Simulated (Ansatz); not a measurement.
HfIn4SiO6:

```xyz
12
Lattice="2.7160 -4.7033 0.0045 2.7160 4.7033 0.0045 -1.8631 0.0000 7.4041" Properties=species:S:1:pos:R:3 pbc="T T T"
Hf    2.7160    2.7768    0.0045
In    1.7845    1.2098    3.7066
In    2.7160   -0.3586    0.0045
In    1.7845    4.3741    3.7066
In    1.7845   -1.9666    3.7066
Si    2.7160   -3.4942    0.0045
O    -1.1351   -0.1798    6.4177
O     4.7040   -0.1798    0.9954
O     1.6933   -2.1708    6.4226
O     1.8757   -2.1708    0.9906
O     1.5632    1.2736    0.9906
O     2.0058    1.2736    6.4226
```

The cell was built by a generator and needn't be a form met in nature.

- Program: Ansatz 0.2.0
- Task: relaxation of cell and atoms
- Functional: PBEsol
- Potentials or basis: Ansatz PAW
- Cutoff: 420 eV (not typed: the program's choice for these potentials)
- k mesh: 4 × 4 × 3
- Occupations: fermi-dirac, width 0.05 eV
- Spin: no spin polarisation

At the start: volume 15.77 Å³/atom.

**Question.** How do energy, volume and symmetry change on relaxing?

**Answer.** It ends after 9 steps and the volume is 14.98 Å³/atom (-5.0 %); space group C2 (No. 5, to 0.05 Å).

Step by step:
```csv
step,energy change (eV),largest force (eV/Å),volume (Å³)
1,0.0000,0.1859,189.25
2,-0.1092,0.3907,175.83
3,-0.1469,0.1329,180.82
4,-0.1512,0.0567,180.57
5,-0.1532,0.0212,180.18
6,-0.1533,0.0048,180.18
7,-0.1320,0.0054,180.18
8,-0.1336,0.0011,179.77
9,-0.1322,0.0012,179.77
```

Final structure:
```
Hf In Si O
1.0
     2.68106   -4.64319    0.00495
     2.68106    4.64319    0.00495
    -1.83750    0.00000    7.21705
Hf In Si O
1 4 1 6
Direct
  0.20490 0.79510 0.00000
  0.37205 0.62795 0.50000
  0.53825 0.46175 0.00000
  0.03507 0.96493 0.50000
  0.70775 0.29225 0.50000
  0.87156 0.12844 0.00000
  0.10600 0.06803 0.86364
  0.93197 0.89400 0.13636
  0.83913 0.37694 0.86377
  0.62306 0.16087 0.13623
  0.19891 0.46982 0.13636
  0.53018 0.80109 0.86364
```

Caveat: the plane-wave basis is chosen anew once the cell has moved, so the energies of steps on either side of that aren't comparable; the pressure holds a Pulay correction of +0.5 GPa for the finite cutoff; the PAW data sets come from PBE, with cores solved anew for the run's functional, which leaves a small shift of forces and pressure.
